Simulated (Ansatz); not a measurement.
**Cu: a trial structure relaxed**

Where does Cu go from the start given, alpha-gallium type (Cmce, No. 64)?

Program: Ansatz 0.2.0. Level of theory: DFT r2SCAN, scalar-relativistic, plane waves, PAW. These are calculated values, not measurements.

## (1) The starting structure

The structure is orthorhombic, space group Cmce (No. 64). The conventional cell has a = 3.845 Å, b = 6.517 Å, c = 3.850 Å, α = 90.00°, β = 90.00°, γ = 90.00°. Around Cu (site symmetry m) lie 7 Cu at 2.08 to 2.38 Å.

Structure file:

```cif
data_structure
_symmetry_space_group_name_H-M 'P 1'
_symmetry_Int_Tables_number 1
_cell_length_a 3.7832
_cell_length_b 3.7832
_cell_length_c 3.8502
_cell_angle_alpha 90.000
_cell_angle_beta 90.000
_cell_angle_gamma 118.916
_cell_volume 48.24
loop_
_atom_site_label
_atom_site_type_symbol
_atom_site_fract_x
_atom_site_fract_y
_atom_site_fract_z
_atom_site_occupancy
Cu1 Cu 0.15250 0.84750 0.07850 1
Cu2 Cu 0.65250 0.34750 0.42150 1
Cu3 Cu 0.84750 0.15250 0.92150 1
Cu4 Cu 0.34750 0.65250 0.57850 1
```

(A quick probe on a coarse mesh, which set the mesh and smearing, is not shown.)

## (3) Coarse relaxation

The input, input.yaml:

```yaml
crystal:
  lattice:
    - [1.9225321094, -3.2583353959, 0.0]
    - [1.9225321094, 3.2583353959, 0.0]
    - [0.0, 0.0, 3.8501788098]
  atoms:
    - { symbol: Cu, position: [0.1525, 0.8475, 0.0785] }
    - { symbol: Cu, position: [0.6525, 0.3475, 0.4215] }
    - { symbol: Cu, position: [0.8475, 0.1525, 0.9215] }
    - { symbol: Cu, position: [0.3475, 0.6525, 0.5785] }
basis:
  ecutwfc: 500
kpoints:
  mp_grid: { grid: [6, 6, 4] }
hamiltonian:
  xc: r2scan
scf:
  occupations: { method: gaussian, width: 0.1 }
  lower_state_search: "off"
output:
  forces: true
  stress: true
  eigenvalues: true
relax:
  adjacent_minimum: "off"
  f_tol: 0.04
  max_steps: 70
  cell: { stress_tol: 0.4 }
```

Further runs follow: rough relaxation on the coarse mesh; relaxing cell and atoms.

Before running it: what results should come out?

**Answer**, as computed:

```
           quantity                                                                      value
cell (conventional)  a = 2.531 Å, b = 4.217 Å, c = 9.015 Å, α = 90.00°, β = 90.00°, γ = 90.00°
        space group                                                              Fmmm (No. 69)
             volume                                                              12.03 Å³/atom
    gap on the mesh                                                               none (metal)
```

What this shows: The structure ended in another space group than at the start: Cmce to Fmmm.
